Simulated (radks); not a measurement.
**Ti in [Ar] 3d2 4s2: an all-electron calculation**

An exercise on one series of results from a longer session: the logs are not shown, and one member is left open.

Program: radks (a radial shooting solver on a logarithmic mesh, Libxc functionals) version 1. Level of theory: scalar-relativistic Kohn-Sham, AM05, spin-polarised, spherical densities, finite nucleus; open shells are filled with parallel spins first. These are calculated values, not measurements, unless marked.

**The atom as given**

* element: titanium (Z = 22)
* charge: 0
* electrons: 22
* configuration: [Ar] 3d2 4s2
* nuclear rms radius: 3.5921 fm

The outer shells:

Ti
```
[Ar] core
3d [↑ ][↑ ][  ][  ][  ]
4s [↑↓]
```

The first run:

Input:

```text
Z 22
configuration [Ar] 3d2 4s2
relativity scalar-relativistic
functional am05,am05
spin polarised
nucleus finite rms 3.5921 fm
c 137.035999084
```

One table of the session follows, with a row left open; its other results are not shown here.

It belongs to the step «Orbitals and density». Sizes of the orbitals, from the radial functions (bohr):

| level | <r> | outermost maximum (interpolated) | 90 % within | nodes |
| --- | --- | --- | --- | --- |
| 1s down | 0.06970 | 0.0456 | 0.124 | 0 |
| 1s up | 0.06970 | 0.0456 | 0.124 | 0 |
| 2s up | ? | ? | ? | ? |
| 2s down | 0.3254 | 0.269 | 0.506 | 1 |
| 2p up | 0.2904 | 0.220 | 0.478 | 0 |
| 2p down | 0.2901 | 0.220 | 0.477 | 0 |
| 3s up | 1.009 | 0.870 | 1.51 | 2 |
| 3s down | 1.009 | 0.870 | 1.51 | 2 |
| 3p up | 1.087 | 0.902 | 1.68 | 1 |
| 3p down | 1.088 | 0.902 | 1.68 | 1 |
| 3d up | 1.578 | 0.980 | 2.80 | 0 |
| 4s up | 3.435 | 2.86 | 5.18 | 3 |
| 4s down | 3.630 | 3.02 | 5.48 | 3 |
| 3d down | 1.695 | 0.986 | 3.10 | 0 |

**Question.** Estimate the row for 2s up.

As computed: <r>: 0.3257; outermost maximum (interpolated): 0.269; 90 % within: 0.506; nodes: 1. In the column «<r>» it lies between 2s down (0.3254) and 3s up (1.009).

To keep in mind: Open shells are spherical and high-spin; term and fine-structure splittings are not resolved.
